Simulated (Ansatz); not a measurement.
# CH7ClSi2 (SMILES [SiH3]C[SiH2]Cl): levels of theory compared

We compute a comparison of 6 runs (HF/def2-SVP, B3LYP/6-31G*, BHLYP/def2-SVP, PBE/def2-SVP, revPBE/def2-SVP, wB97X/def2-SVP) of CH7ClSi2. 

Program for the calculation: Ansatz 0.2.0.

49 further runs of the same task are left out: 49 set aside as unsound or not needed.

### Step 1. The molecule

CH7ClSi2: 11 atoms, total charge 0, spin state singlet. As SMILES, `[SiH3]C[SiH2]Cl`. The Si1–H6 distance was set to 2.230 Å, away from the relaxed value. At this shape a bond of the SMILES string is far longer than usual.

Bond lengths: Si1–C2 1.877 Å, C2–Si3 1.856 Å, Si3–Cl4 2.062 Å, Si1–H5 1.486 Å, Si1–H7 1.487 Å, C2–H8 1.095 Å, C2–H9 1.095 Å, Si3–H10 1.483 Å, Si3–H11 1.483 Å. Some angles: Si1–C2–Si3 114.4°, C2–Si3–Cl4 110.3°, Si1–C2–H8 108.8°, Si1–C2–H9 108.8°, Si3–C2–H8 108.7°, Si3–C2–H9 108.7°, C2–Si1–H5 110.5°, C2–Si1–H7 110.2°, C2–Si3–H10 111.0°, C2–Si3–H11 111.0°. A long bond or contact: Si1–H6 2.230 Å.

### Step 2. A single-point energy at HF/def2-SVP (run 1)

molecule.yaml reads:

```yaml
crystal:
  periodic: [false, false, false]
  atoms:
    - {symbol: Si, position_ang: [0.847489, 1.179593, -0.901498]}
    - {symbol: C, position_ang: [-0.729211, 0.176693, -1.074698]}
    - {symbol: Si, position_ang: [-0.658611, -1.503407, -0.289598]}
    - {symbol: Cl, position_ang: [-2.446311, -2.494307, -0.559898]}
    - {symbol: H, position_ang: [0.695489, 2.504693, -1.557398]}
    - {symbol: H, position_ang: [1.323900, 1.497600, 1.254200]}
    - {symbol: H, position_ang: [1.984489, 0.460693, -1.534898]}
    - {symbol: H, position_ang: [-1.556211, 0.738293, -0.627498]}
    - {symbol: H, position_ang: [-0.956011, 0.056693, -2.139398]}
    - {symbol: H, position_ang: [0.402689, -2.334807, -0.906298]}
    - {symbol: H, position_ang: [-0.430311, -1.398807, 1.171602]}
basis:
  gaussian:
    orbitals: def2-SVP
hamiltonian:
  xc: hf
accuracy: high
output: {orbitals: {seedname: orbitals}}
```

Launch:

```
ansatz run molecule.yaml --threads 1 --pin off --max-ram 2610MiB --events-out events.jsonl --progress --plain --runs-dir runs
```

Output:

```text
Warning: RAYON_NUM_THREADS=1 ignored (pool sized by the plan → 1); use --threads N
Functional definition: HF
  name "HF"
  exchange = exact_x
  correlation = 0
2277 factors; integrals over basis functions are off by at most 9.8e-9 eV
mean field evaluation 1: about -29357.1693 eV, gradient 2.3e1 eV
mean field evaluation 2: about -29357.2413 eV, gradient 2.4e1 eV
mean field evaluation 4: about -29359.1506 eV, gradient 2.6e0 eV
mean field evaluation 8: about -29359.1780 eV, gradient 1.1e-1 eV
mean field -29359.17805767 eV, -1078.9298932539 hartree, gradient 7.6e-8 eV, S^2 0.000000; 0 other end points of the search recorded, 0 dependent functions left out
reference -29359.17805767 eV, -1078.9298932539 hartree; 29, 29 occupied and 74, 74 virtual orbitals, 2277 factors
Total energy: -29359.17805767 eV, -1078.9298932539 hartree
```

Run time: 3.6 s. Hardware: 1 thread of Arm Neoverse V2, shared host; peak memory 0.33 GiB.

### Step 3. A single-point energy at B3LYP/6-31G(d) (Cartesian functions) (run 2)

Changes to molecule.yaml since step 2:

```diff
@@ -15,7 +15,5 @@
 basis:
-  gaussian:
-    orbitals: def2-SVP
-hamiltonian:
-  xc: hf
+  gaussian: {orbitals: "6-31G*"}
+output: {orbitals: {seedname: orbitals}}
 accuracy: high
-output: {orbitals: {seedname: orbitals}}
+hamiltonian: {xc: {name: B3LYP}}
```

Launch:

```
ansatz run molecule.yaml --threads 1 --pin off --max-ram 2610MiB --events-out events.jsonl --progress --plain --runs-dir runs
```

Output:

```text
Warning: RAYON_NUM_THREADS=1 ignored (pool sized by the plan → 1); use --threads N
Functional definition: B3LYP
  name "B3LYP"
  parameter a0 = 0.2
  parameter ax = 0.72
  parameter ac = 0.81
  exchange = (1 - a0 - ax)*slater_x + ax*b88_x + a0*exact_x
  correlation = (1 - ac)*vwn_rpa_c + ac*lyp_c
1960 factors; integrals over basis functions are off by at most 4.1e-9 eV
mean field evaluation 1: about -29424.1827 eV, gradient 4.3e1 eV
mean field evaluation 2: about -29420.8022 eV, gradient 5.3e1 eV
mean field evaluation 4: about -29428.5286 eV, gradient 2.1e0 eV
mean field evaluation 8: about -29428.6943 eV, gradient 2.0e-1 eV
mean field evaluation 16: about -29428.6944 eV, gradient 2.6e-5 eV
mean field -29428.69441755 eV, -1081.4845723594 hartree, gradient 3.8e-8 eV, S^2 0.000000; 0 other end points of the search recorded, 0 dependent functions left out
reference -29428.69446434 eV, -1081.4845740789 hartree; 29, 29 occupied and 57, 57 virtual orbitals, 1960 factors
Total energy: -29428.69446434 eV, -1081.4845740789 hartree
```

It took 11 s on 1 thread of Arm Neoverse V2, shared host; peak memory 0.32 GiB.

Runs 3 to 5 aren't shown in full; the table further down has their settings and results.

### Step 4. The energy at wB97X/def2-SVP (run 6)

in.yaml reads:

```yaml
crystal:
  periodic: [false, false, false]
  atoms:
    - symbol: Si
      position_ang: [0.847489, 1.179593, -0.901498]
    - symbol: C
      position_ang: [-0.729211, 0.176693, -1.074698]
    - symbol: Si
      position_ang: [-0.658611, -1.503407, -0.289598]
    - symbol: Cl
      position_ang: [-2.446311, -2.494307, -0.559898]
    - symbol: H
      position_ang: [0.695489, 2.504693, -1.557398]
    - symbol: H
      position_ang: [1.323900, 1.497600, 1.254200]
    - symbol: H
      position_ang: [1.984489, 0.460693, -1.534898]
    - symbol: H
      position_ang: [-1.556211, 0.738293, -0.627498]
    - symbol: H
      position_ang: [-0.956011, 0.056693, -2.139398]
    - symbol: H
      position_ang: [0.402689, -2.334807, -0.906298]
    - symbol: H
      position_ang: [-0.430311, -1.398807, 1.171602]
basis:
  gaussian:
    orbitals: def2-SVP
hamiltonian:
  xc: {name: wB97X}
accuracy: high
output:
  orbitals: {seedname: orbitals}
```

Launch:

```
ansatz run in.yaml --threads 1 --pin off --max-ram 2610MiB --events-out events.jsonl --progress --plain --runs-dir runs
```

Output:

```text
Warning: RAYON_NUM_THREADS=1 ignored (pool sized by the plan → 1); use --threads N
Functional definition: wB97X
  name "wB97X"
  parameter omega = 0.3/bohr
  parameter cx = 0.157706
  parameter cx1 = 0.726479
  parameter cx2 = 1.04760
  parameter cx3 = -5.70635
  parameter cx4 = 13.2794
  parameter css1 = -4.33879
  parameter css2 = 18.2308
  parameter css3 = -31.7430
  parameter css4 = 17.2901
  parameter cos1 = 2.37031
  parameter cos2 = -11.3995
  parameter cos3 = 6.58405
  parameter cos4 = -3.78132
  exchange = spin_sum(e_x_unif_sr(omega)*poly(b97_u_x, 1 - cx, cx1, cx2, cx3, cx4)) + cx*exact_x_sr(omega)
      + exact_x_lr(omega)
  correlation = spin_sum(e_c_pw_same_spin*poly(b97_u_same, 1, css1, css2, css3, css4))
      + integral(e_c_pw_opposite_spin*poly(b97_u_opposite, 1, cos1, cos2, cos3, cos4))
2277 factors; integrals over basis functions are off by at most 9.8e-9 eV
457 factors; integrals over basis functions are off by at most 2.4e-9 eV
mean field evaluation 1: about -29416.1817 eV, gradient 2.8e1 eV
mean field evaluation 2: about -29417.2041 eV, gradient 2.0e1 eV
mean field evaluation 4: about -29418.1753 eV, gradient 7.7e-1 eV
mean field evaluation 8: about -29418.2815 eV, gradient 4.2e-2 eV
mean field evaluation 16: about -29418.2815 eV, gradient 7.3e-6 eV
mean field -29418.28146581 eV, -1081.1019034411 hartree, gradient 5.5e-8 eV, S^2 0.000000; 0 other end points of the search recorded, 0 dependent functions left out
reference -29418.28146246 eV, -1081.1019033180 hartree; 29, 29 occupied and 74, 74 virtual orbitals, 2277 factors
Total energy: -29418.28146246 eV, -1081.1019033180 hartree
```

Wall time 35 s (1 thread of Arm Neoverse V2, shared host); peak memory 0.68 GiB.

### Step 5. The series

| run | level | Cartesian functions | energy (Eh) | HOMO energy (eV) | LUMO energy (eV) | HOMO–LUMO gap (eV) | wall time |
| --- | --- | --- | --- | --- | --- | --- | --- |
| 1 | HF/def2-SVP | no | -1078.929893 | -10.43 | 2.11 | 12.53 | 3.6 s |
| 2 | B3LYP/6-31G* (Cartesian functions) | yes | -1081.484574 | -7.73 | -1.39 | 6.34 | 11 s |
| 3 | BHLYP/def2-SVP | no | -1081.091164 | -8.89 | -0.34 | 8.55 | 11 s |
| 4 | PBE/def2-SVP | no | -1080.564125 | -6.83 | -2.16 | 4.67 | 9 s |
| 5 | revPBE/def2-SVP | no | -1080.903204 | -6.81 | -2.11 | 4.70 | 9 s |
| 6 | wB97X/def2-SVP | no | -1081.101903 | -10.23 | 0.79 | 11.03 | 35 s |

### Step 6. What came out

```
            quantity           value
 run 6: total energy  -1081.10190 Eh
  run 6: HOMO energy       -10.23 eV
  run 6: LUMO energy         0.79 eV
run 6: HOMO–LUMO gap        11.03 eV
```

**Reading.** The HOMO–LUMO gap runs from 4.67 eV (PBE/def2-SVP) to 12.53 eV (HF/def2-SVP). Exact exchange widens orbital gaps. Totals of different functionals can't be ranked against each other. All runs together took 79 s, the longest 35 s.
